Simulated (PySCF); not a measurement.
**C4H9FGeO: electronic excitations**

Aim: predict the electronic excitations of C4H9FGeO (`C=COC[C@H](F)[GeH3]`).

The runs use PySCF 2.14.0, with density-fitted response routines of our own; the level of theory stands in each step. All values are computed, except where a source is named. Atoms count from 0, in the outputs and in this text.

## (1) Starting geometry

16 atoms, charge 0, multiplicity 1; geometry from: GFN2-xTB.

Bonds of the start (Å): C0–C1 1.32, C1–O2 1.36, O2–C3 1.41, C3–C4 1.52, C4–F5 1.39, C4–Ge6 2.00, C0–H7 1.07, C0–H8 1.07, C1–H9 1.08, C3–H10 1.10, C3–H11 1.10, C4–H12 1.09, Ge6–H13 1.49, Ge6–H14 1.48, Ge6–H15 1.50.

## (2) TDDFT and polarisability: CAM-B3LYP/def2-SVPD

The job: settings as JSON, then the geometry in Å.

```
{"job": {"kind": "uv", "xc": "CAM-B3LYP", "basis": "def2-SVPD", "nstates": 8, "ntriplets": 3}, "charge": 0, "multiplicity": 1}
C     -2.649410     0.476481    -0.755367
C     -1.891080    -0.307326    -0.009890
O     -0.565638    -0.062438     0.177315
C      0.173248    -1.012030     0.915841
C      1.567833    -0.436094     1.060598
F      1.704592     0.151702     2.311978
Ge     1.819932     1.015455    -0.287520
H     -2.236734     1.337205    -1.249676
H     -3.695106     0.273393    -0.881416
H     -2.279891    -1.183728     0.497530
H      0.209866    -1.965790     0.373541
H     -0.278770    -1.178742     1.902048
H      2.324663    -1.224181     1.030128
H      1.511127     0.519573    -1.658802
H      1.007834     2.203669     0.073158
H      3.269936     1.401795    -0.243393
```

With the program's defaults for keys left out, this is: TDDFT CAM-B3LYP/def2-SVPD, vertical, gas phase, core orbitals frozen in the response.

Started as:

```sh
$ OMP_NUM_THREADS=1 python probes_run.py task.json out
```

One launch serves the whole session: the jobs run in the order shown.

Predict these results of the whole session: lowest singlet (CAM-B3LYP/def2-SVPD); brightest single state of those computed; lowest triplet.

The runs gave:

| quantity | value |
| --- | --- |
| lowest singlet (CAM-B3LYP/def2-SVPD) | 6.57 eV (189 nm), f = 0.046 |
| brightest single state of those computed | state 2, 6.73 eV, f = 0.352 |
| lowest triplet | 4.19 eV |

The first singlet state (HOMO→LUMO 0.57, HOMO→LUMO+3 0.30) lies at 6.57 eV and is weak; of the 8 states computed, the strongest absorption comes from state 2 at 6.73 eV. The lowest triplet lies 2.38 eV below the lowest singlet (triplets in Tamm-Dancoff, singlets in full TDDFT).
